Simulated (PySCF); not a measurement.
The system is Cl2Si, in a box.

```
CELL_PARAMETERS angstrom
11.00000 0.00000 0.00000
0.00000 13.00000 0.00000
0.00000 0.00000 10.00000
ATOMIC_POSITIONS crystal
Cl 0.54125 0.62458 0.54140
Si 0.44453 0.50042 0.46540
Cl 0.55784 0.37865 0.51600
```

Base run:

- Program: PySCF 2.14.0
- Functional: PBEsol
- Potentials or basis: 6-31g* (all-electron)
- k mesh: 1 × 1 × 1
- Occupations: fixed
- Spin: no spin polarisation

Its results: gap between the frontier levels 2.96 eV.

Problem. After a change of settings the same cell gave: gap between the frontier levels 4.08 eV. Which change was it?
A. functional from PBEsol to PBE
B. functional from PBEsol to BLYP; dispersion from none to D3(BJ)
C. functional from PBEsol to B3LYP; dispersion from none to D3(OP)
D. functional from PBEsol to HSE06; dispersion from none to D4

Solution. D.

Caveats: this is a molecule in a periodic box at the Γ point, so its band gap is the HOMO-LUMO gap; the basis of atomic orbitals isn't converged, which shifts pressures, moduli and gaps; this program's HSE differs a little from the usual definition (some runs).
